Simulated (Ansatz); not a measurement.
# TiOs3: the cost of one run

All numbers are computed with Ansatz 0.2.0 through its Python package. Level of theory: DFT r2SCAN, plane waves, PAW.

### 1 The system

Symmetry: Pm-3m, No. 221, cubic system. The conventional cell has a = 3.888 Å, b = 3.888 Å, c = 3.888 Å, α = 90.00°, β = 90.00°, γ = 90.00°. Ti (site symmetry m-3m) has 12 Os at 2.75 Å in its first shell of neighbours. Around Os (site symmetry 4/mmm) lie 4 Ti at 2.75 Å and 8 Os at 2.75 Å.

The script holds or builds the structure itself.

### 2 The script

The input, compress.py:

```python
import warnings

import ansatz as az
import numpy as np
import pandas as pd

def edges_and_angles(cell):
    cell = np.asarray(cell)
    a, b, c = np.linalg.norm(cell, axis=1)
    cosines = cell[1] @ cell[2] / (b * c), cell[0] @ cell[2] / (a * c), cell[0] @ cell[1] / (a * b)
    return (a, b, c, *np.degrees(np.arccos(cosines)))

warnings.simplefilter('ignore', az.DeckWarning)

crystal = (
    az.Lattice.of((3.887734, 0.0, 0.0), (0.0, 3.887734, 0.0), (0.0, 0.0, 3.887734))
    .atom('Ti', (0.0, 0.0, 0.0))
    .atom('Os', (0.5, 0.5, 0.0))
    .atom('Os', (0.5, 0.0, 0.5))
    .atom('Os', (0.0, 0.5, 0.5))
)

calc = (
    crystal.calculation()
    .basis(21 * az.Ha)
    .occupations('fermi_dirac')
    .functional(az.Functional.R2SCAN)
    .kpoints(7)
)

rows = []
for pressure in [0, 5, 10, 20]:
    out = calc.relax(cell=True, pressure=pressure, force_tolerance=0.01).run(threads=1, pin='off')
    cell = out.lattice.cell_ang
    n_atoms = len(out.lattice.sites)
    volume = abs(np.linalg.det(cell)) / n_atoms
    enthalpy = out.report['free_energy_ev'] / n_atoms + pressure * volume / 160.21766
    rows.append((pressure, volume, enthalpy, *edges_and_angles(cell)))
    print(f'{pressure} GPa done: {volume:.4f} A^3/atom')

table = pd.DataFrame(rows, columns=['P_GPa', 'V_A3_atom', 'H_eV_atom', 'a', 'b', 'c', 'alpha', 'beta', 'gamma'])
print(table.round(4).to_string(index=False))
p, v = np.array([row[0] for row in rows], float), np.array([row[1] for row in rows])
print('mean bulk modulus between rows (GPa):', np.round(-np.diff(p) / np.diff(np.log(v)), 1))
```

### 3 The input behind the calls

The package turns the script's settings into the engine's input (first run):

```yaml
crystal:
  lattice:
    - [3.887734, 0.0, 0.0]
    - [0.0, 3.887734, 0.0]
    - [0.0, 0.0, 3.887734]
  atoms:
    - { symbol: Ti, position: [0.0, 0.0, 0.0] }
    - { symbol: Os, position: [0.5, 0.5, 0.0] }
    - { symbol: Os, position: [0.5, 0.0, 0.5] }
    - { symbol: Os, position: [0.0, 0.5, 0.5] }
basis:
  ecutwfc: 571.4391111657479
kpoints:
  mp_grid:
    grid: [7, 7, 7]
hamiltonian:
  xc: r2scan
scf:
  occupations:
    method: fermi_dirac
relax:
  f_tol: 0.01
  cell:
    p_target: 0.0
```

### 4 The run

The run is started by

```bash
> python compress.py
```

Q: Estimate wall time and peak memory on 1 thread of Arm Neoverse V1, shared host.

About 2.4 min, with a peak of 0.66 GiB.
